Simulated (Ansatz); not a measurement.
**H5InOSi: one species, many methods**

The task here is to estimate one member of a computed series from the others.

Computed with Ansatz 0.2.0, Gaussian basis. Level: functionals in def2-TZVPP, the program's frozen cores in correlated methods.

Levels to be run: LDA (SPW92), PBE-D4, revPBE-D4, BLYP-D4, r2SCAN-D4, B97M-V, PBE0-D4, B3LYP-D4, r2SCANh-D4, r2SCAN0-D4, HSE06-D4, BHLYP-D4, CAM-B3LYP-D4, LC-ωPBE, ωB97X-V, ωB97M-V, B2PLYP, PBE-QIDH; CCSD(T)/def2-SVP; CCSD(T)/def2-TZVPP; CCSD(T)/def2-QZVPP; extrapolation to the limit; RPA on PBE.

2 further runs of the same task are left out: 2 for a known fault of the program.

### The relaxed structure

An earlier PBE0-D4 in a triple-zeta def2 set relaxation fixed the geometry. In takes the def2 core potential; no spin-orbit term is included.

SMILES `[SiH3][O][InH2]`, 8 atoms, charge 0, spin multiplicity 1.

Atoms are counted from 1 here; the program's logs count them from 0.

Bond lengths: Si1–O2 1.622 Å, Si1–H4 1.496 Å, Si1–H5 1.490 Å, Si1–H6 1.491 Å, O2–In3 1.992 Å, In3–H7 1.702 Å, In3–H8 1.706 Å. Angles: O2–Si1–H4 111.8°, O2–Si1–H5 110.7°, O2–Si1–H6 110.8°, H4–Si1–H5 107.6°, H4–Si1–H6 107.6°, H5–Si1–H6 108.1°, Si1–O2–In3 138.5°, O2–In3–H7 110.2°, O2–In3–H8 112.5°, H7–In3–H8 137.3°.

The first run:

Input file in.yaml:

```yaml
crystal:
  periodic: [false, false, false]
  atoms:
    - {symbol: Si, position_ang: [-0.753017, 1.124268, -0.423602]}
    - {symbol: O, position_ang: [0.586498, 0.344762, 0.055142]}
    - {symbol: In, position_ang: [1.131673, -1.494713, 0.592678]}
    - {symbol: H, position_ang: [-1.935625, 0.210434, -0.485378]}
    - {symbol: H, position_ang: [-0.565358, 1.712285, -1.780280]}
    - {symbol: H, position_ang: [-1.085680, 2.230219, 0.518632]}
    - {symbol: H, position_ang: [2.789725, -1.527857, 0.974429]}
    - {symbol: H, position_ang: [-0.168215, -2.599408, 0.548388]}
basis:
  gaussian: {orbitals: def2-TZVPP}
hamiltonian: {xc: lda}
output: {orbitals: {seedname: orbitals}}
```

Command:

```console
> ansatz run in.yaml --threads 2 --pin off --events-out ev --progress --plain --max-ram 32768MiB --backend cpu
```

Steps of the session up to this table: LDA; PBE-D4 (GGA); revPBE-D4 (GGA); BLYP-D4 (GGA); r2SCAN-D4 (meta-GGA); B97M-V (meta-GGA); B3LYP-D4 (hybrid); r2SCANh-D4 (hybrid); r2SCAN0-D4 (hybrid); HSE06-D4 (hybrid); BHLYP-D4 (hybrid); CAM-B3LYP-D4 (range-separated); LC-ωPBE (range-separated); ωB97X-V (range-separated); ωB97M-V (range-separated); B2PLYP (double hybrid); PBE-QIDH (double hybrid).

One of the session's tables, all rows but one given; the rest of the session is left out.

It belongs to the step «Frontier levels by functional». 

| functional | HOMO (eV) | LUMO (eV) | gap (eV) |
| --- | --- | --- | --- |
| LDA (SPW92) | -6.78 | -2.77 | 4.01 |
| PBE-D4 | -6.67 | -2.52 | 4.15 |
| revPBE-D4 | -6.62 | -2.41 | 4.21 |
| BLYP-D4 | -6.58 | -2.50 | 4.08 |
| r2SCAN-D4 | -6.98 | -2.22 | 4.76 |
| B97M-V | -7.13 | -2.56 | 4.57 |
| PBE0-D4 | -8.05 | -1.79 | 6.26 |
| B3LYP-D4 | -7.85 | -2.09 | 5.76 |
| r2SCANh-D4 | -7.50 | -1.97 | 5.53 |
| r2SCAN0-D4 | -8.27 | -1.60 | 6.67 |
| HSE06-D4 | -7.65 | -2.15 | 5.50 |
| BHLYP-D4 | -9.38 | -1.18 | 8.20 |
| CAM-B3LYP-D4 | ? | ? | ? |
| LC-ωPBE | -10.78 | 0.10 | 10.87 |
| ωB97X-V | -10.46 | -0.04 | 10.42 |
| ωB97M-V | -10.34 | -0.35 | 9.99 |

Estimate the missing values for CAM-B3LYP-D4.

The run gave: HOMO (eV): -9.46; LUMO (eV): -1.02; gap (eV): 8.44. In the column «HOMO (eV)» it lies between ωB97M-V (-10.34) and BHLYP-D4 (-9.38).
